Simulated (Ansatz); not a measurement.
# MnPt2: single point with PBEsol

The system is MnPt2.

```xyz
3
Lattice="2.8584 0.0000 0.0000 -1.4292 2.4755 0.0000 0.0000 0.0000 6.5325" Properties=species:S:1:pos:R:3 pbc="T T T"
Pt    1.4292    0.8252    2.0656
Pt    0.0000    1.6503    4.4669
Mn    0.0000    0.0000    0.0000
```

The cell comes from a database or a generator and needn't be the stable form of this composition.

| Property | Result |
| --- | --- |
| Program | Ansatz 0.2.0 |
| Task | single point |
| Functional | PBEsol |
| Potentials or basis | Ansatz PAW |
| Cutoff | 420 eV (not typed: the program's choice for these potentials) |
| k mesh | 9 × 9 × 4 |
| Occupations | fermi-dirac, width 0.05 eV |
| Spin | collinear spin, ferromagnetic start |
| Starting moments | [0.0, 0.0, 3.0] μB |
| Fixed moment | 3 μB |

```json
{
  "Pressure": "-15.1 GPa",
  "Largest force": "0.052 eV/Å",
  "Net moment": "3.00 μB per cell",
  "Absolute moment": "3.41 μB per cell",
  "Site moments": "Pt -0.06; Mn +3.05 μB"
}
```

Forces in eV/Å, atoms in the order of the input:
```
Pt   0.000  0.000 -0.052
Pt   0.000  0.000  0.052
Mn   0.000  0.000  0.000
```

Stress tensor (GPa, compression positive):
```
-16.47   0.00   0.00
  0.00 -16.47   0.00
  0.00   0.00 -12.26
```

It took 12 s on 2 threads of Intel(R) Xeon(R) Processor @ 2.50GHz (Skylake/Cascade Lake) (shared host), peak memory 0.43 GiB.

Caveat: the total moment is fixed, so each spin has its own Fermi level; the PAW data sets come from PBE, with cores solved anew for the run's functional, which leaves a small shift of forces and pressure; the thresholds are loose for stress. Spin-orbit coupling is left out, which matters for the levels of Pt.
